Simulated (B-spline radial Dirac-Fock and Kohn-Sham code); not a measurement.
**Inner shells of Tm³⁺**

Wanted for thulium as Tm³⁺: the binding energy of each subshell and its two-hole states.

The numbers are computed with B-spline radial Dirac-Fock and Kohn-Sham code (version 3): a free atom or ion on a radial basis; each step names its model.

### 1 The system

Thulium as Tm³⁺, configuration [Xe] 4f10 6s2 (not the ground configuration).

| Property | Result |
| --- | --- |
| nuclear charge | 69 |
| electrons | 66 |
| mass number | 169 |
| nuclear rms radius | 5.2256 fm |

Outer shells as boxes (Hund's rule, for the drawing alone; heavy ions are jj-coupled, and the calculation averages over the configuration):

```
[Xe] core
4f [↑↓][↑↓][↑↓][↑ ][↑ ][↑ ][↑ ]
6s [↑↓]
```

### 2 Hole states by ΔSCF

Model: Dirac-Fock average of configuration, Delta-SCF, finite nucleus, first-order Breit with its frequency dependence, self-energy and vacuum polarisation.

The run's settings:

```ini
task = binding
Z = 69
charge = 3
configuration = 1s2 2s2 2p6 3s2 3p6 3d10 4s2 4p6 4d10 4f10 5s2 5p6 6s2
mass_number = 169
rms_radius = 5.2256  # fm
```

### 3 Two holes

Model: Dirac-Fock average of configuration, Delta-SCF, finite nucleus, first-order Breit with its frequency dependence, self-energy and vacuum polarisation; two-hole levels by intermediate coupling within the shell, Auger rates as independent-particle Coulomb matrix elements.

Settings, as recorded:

```ini
task = double
```

**Question.** What will these runs give? Wanted: deepest level listed, K; least bound, P1; Kα1; largest U, K K; strongest line of K-L123.

The runs gave:

```
                    quantity                    value
deepest level listed, K (1s)               59449.7 eV
        least bound, P1 (6s)                 30.62 eV
                         Kα1               50735.9 eV
              largest U, K K                1252.9 eV
    strongest line of K-L123  L2L3, J = 2, 40821.5 eV
```

What this shows: The K (1s) level lies 81.5 eV under Koopmans' value by relaxation alone; Breit gives -181.91 and QED -94.70 eV. Two holes repel most in K K, by 1252.9 eV, and least in O3 O3, by 15.16 eV. In the K-L123 Auger group the L2L3 J = 2 line carries 39 % of the rate. The Hartree-Fock and Dirac-Fock values hold no electron correlation.
